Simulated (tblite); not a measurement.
# Al12H13N13: the cost of one run

Computed with tblite 0.8.0 and PySCF 2.14.0 and routines of our own; the level stands in each step. Atoms count from 0.

## Step 1: The system as given

38 atoms, charge 0, multiplicity 1; geometry from: force field, distance geometry or constructed start.

## Step 2: Relaxing the molecule with GFN2-xTB

Job settings and geometry (Å):

```
{"job": {"kind": "relax", "xc": "GFN2-xTB", "basis": "xTB"}, "charge": 0, "multiplicity": 1}
N     -1.553900     2.482400    -0.001600
Al    -3.120900     3.386800    -0.006900
N     -4.671300     2.481900     0.001000
Al    -4.677200     0.688600    -0.006200
N     -3.118700    -0.217000     0.003400
Al    -1.562100     0.683700    -0.002600
N      4.676600     2.485900    -0.003300
Al     3.121100     3.386900     0.001500
N      1.561500     2.482100    -0.000400
Al     1.556000     0.683400     0.001600
N      3.115600    -0.217000    -0.002100
Al     4.674000     0.682200    -0.000000
N     -6.238800    -0.215100     0.005000
Al    -6.233200    -2.016400    -0.002700
N     -4.678700    -2.910700     0.000200
Al    -3.119600    -2.015200     0.006300
Al     0.000400     3.386100     0.000900
N     -0.001100    -0.219200    -0.001000
Al    -0.000600    -2.014000     0.002500
N      1.561600    -2.914900     0.002700
Al     3.115400    -2.012000     0.001500
N      6.234500    -0.214300    -0.000200
N      4.679900    -2.911200     0.006600
Al     6.231200    -2.020100    -0.001500
N     -1.558300    -2.913200     0.000900
H     -3.123800     4.923300     0.002500
H     -5.576500     3.006500    -0.000700
H      5.576600     3.004800     0.001200
H      3.118300     4.924600    -0.002000
H     -7.134900     0.304600     0.003400
H     -7.565500    -2.785200    -0.001100
H     -4.678400    -3.954500     0.000200
H     -0.001000     4.924300    -0.001900
H      1.560900    -3.957100     0.003700
H      7.137200     0.306000    -0.003300
H      4.677000    -3.953600    -0.002900
H      7.568300    -2.785700    -0.004100
H     -1.557900    -3.953300    -0.002600
```

The run is started by

```bash
OMP_NUM_THREADS=2 python large_run.py task.json out
```

The driver reads the jobs from task.json and runs them one after another.

Q: Estimate the wall time and peak memory of this first job on 2 threads of Intel Xeon Platinum 8259CL at 2.50GHz, shared host.

About 5.3 s, with a peak of 0.16 GiB.
